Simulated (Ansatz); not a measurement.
# GeH3O2 (SMILES [O][GeH2][OH]) at U-revPBE/cc-pVDZ

Aim: the energy change on altering one bond length of GeH3O2 at U-revPBE/cc-pVDZ, from 2 runs. 

The calculation is run with Ansatz 0.2.0.

55 further runs of the same task are left out: 55 set aside as unsound or not needed. Runs told in other sessions of the task aren't counted.

## (1) The molecule

GeH3O2 has 6 atoms, charge 0, and is taken as a doublet. SMILES: `[O][GeH2][OH]`. The coordinates come from a PBE0-D4/def2-TZVP relaxation. This is one conformer, not always the lowest.

Bond lengths: O1–Ge2 1.790 Å, Ge2–O3 1.768 Å, Ge2–H4 1.539 Å, Ge2–H5 1.528 Å, O3–H6 0.960 Å. Angles: O1–Ge2–O3 111.6°, O1–Ge2–H4 102.2°, O1–Ge2–H5 109.7°, O3–Ge2–H4 112.1°, O3–Ge2–H5 104.9°, Ge2–O3–H6 113.3°, H4–Ge2–H5 116.5°.

## (2) A single-point energy at U-revPBE/cc-pVDZ

Input file in.yaml:

```yaml
basis:
  gaussian: {orbitals: cc-pVDZ}
crystal:
  periodic: [false, false, false]
  atoms:
    - {symbol: O, position_ang: [-1.694000, -0.455900, 0.556900]}
    - {symbol: Ge, position_ang: [-0.249900, 0.168600, -0.295800]}
    - {symbol: O, position_ang: [1.186300, 0.124100, 0.735000]}
    - {symbol: H, position_ang: [-0.134800, -0.795800, -1.489800]}
    - {symbol: H, position_ang: [-0.447300, 1.647000, -0.628900]}
    - {symbol: H, position_ang: [1.381600, -0.751900, 1.076400]}
output: {orbitals: {seedname: orbitals}}
magnetization: {spin_polarized: true, initial_magnetization: 1}
hamiltonian: {xc: {name: revPBE}}
accuracy: high
```

Run with:

```sh
ansatz run in.yaml --threads 1 --pin off --max-ram 2610MiB --events-out events.jsonl --progress --plain --runs-dir runs
```

Log:

```text
Warning: RAYON_NUM_THREADS=1 ignored (pool sized by the plan → 1); use --threads N
Functional definition: revPBE
  name "revPBE"
  parameter kappa = 1.245
  parameter beta = 0.06672455060314922
  exchange = pbe_x(kappa = kappa, mu = beta*pi^2/3)
  correlation = pbe_c(beta = beta)
1529 factors; integrals over basis functions are off by at most 4.5e-9 eV
mean field evaluation 1: about -60644.4468 eV, gradient 4.8e1 eV
mean field evaluation 2: about -60562.5446 eV, gradient 1.4e2 eV
mean field evaluation 4: about -60650.7865 eV, gradient 2.3e1 eV
mean field evaluation 8: about -60653.2137 eV, gradient 3.4e-1 eV
mean field evaluation 16: about -60653.2133 eV, gradient 5.0e-3 eV
mean field evaluation 32: about -60652.6652 eV, gradient 7.5e0 eV
mean field -60653.21326273 eV, -2228.9644751809 hartree, gradient 9.4e-8 eV, S^2 0.752949; 4 other end points of the search recorded, 0 dependent functions left out
reference -60653.21326651 eV, -2228.9644753195 hartree; 26, 25 occupied and 44, 45 virtual orbitals, 1529 factors
Total energy: -60653.21326651 eV, -2228.9644753195 hartree
```

Run time: 4.5 s. Hardware: 1 thread of AMD EPYC 9R45 (Zen 5), shared host; peak memory 0.23 GiB.

## (3) The distorted shape, same level

Input file molecule.yaml:

```yaml
crystal:
  periodic: [false, false, false]
  atoms:
    - {symbol: O, position_ang: [-3.417476, -0.402499, -0.680086]}
    - {symbol: Ge, position_ang: [-1.973376, 0.222001, -1.532786]}
    - {symbol: O, position_ang: [1.186300, 0.124100, 0.735000]}
    - {symbol: H, position_ang: [-1.858276, -0.742399, -2.726786]}
    - {symbol: H, position_ang: [-2.170776, 1.700401, -1.865886]}
    - {symbol: H, position_ang: [1.381600, -0.751900, 1.076400]}
basis:
  gaussian:
    orbitals: cc-pVDZ
magnetization:
  spin_polarized: true
  initial_magnetization: 1
hamiltonian:
  xc: {name: revPBE}
accuracy: high
output: {orbitals: {seedname: orbitals}}
```

Run with:

```sh
ansatz run molecule.yaml --threads 1 --pin off --max-ram 2610MiB --events-out events.jsonl --progress --plain --runs-dir runs
```

Log (excerpt; [...] marks lines left out):

```text
Warning: RAYON_NUM_THREADS=1 ignored (pool sized by the plan → 1); use --threads N
[... 2 set-up lines as earlier in the session ...]
[...]
1417 factors; integrals over basis functions are off by at most 1.3e-8 eV
[...]
mean field -60650.05897051 eV, -2228.8485570799 hartree, gradient 6.4e-8 eV, S^2 0.755260; 10 other end points of the search recorded, 0 dependent functions left out
reference -60650.05897468 eV, -2228.8485572331 hartree; 26, 25 occupied and 44, 45 virtual orbitals, 1417 factors
Total energy: -60650.05897468 eV, -2228.8485572331 hartree
```

Run time: 9.6 s. Hardware: 1 thread of AMD EPYC 9R45 (Zen 5), shared host; peak memory 0.23 GiB.

## (4) Outcome

Level: U-revPBE/cc-pVDZ.

| quantity | value |
| --- | --- |
| first shape: total energy | -2228.96448 Eh |
| first shape: HOMO energy (highest over α and β) | -6.48 eV |
| first shape: LUMO energy (lowest over α and β) | -5.60 eV |
| first shape: ⟨S²⟩ | 0.753 |
| distorted shape: total energy | -2228.84856 Eh |
| distorted shape: HOMO energy (highest over α and β) | -5.58 eV |
| distorted shape: LUMO energy (lowest over α and β) | -5.56 eV |
| distorted shape: ⟨S²⟩ | 0.755 |
| energy change with the Ge2–O3 bond stretched from 1.768 to 3.891 Å | 3.154 eV |

What this shows: With the Ge2–O3 bond stretched from 1.768 to 3.891 Å the energy rises by 3.15 eV (304 kJ/mol). The first shape isn't relaxed at this level, so the change isn't measured from a minimum.
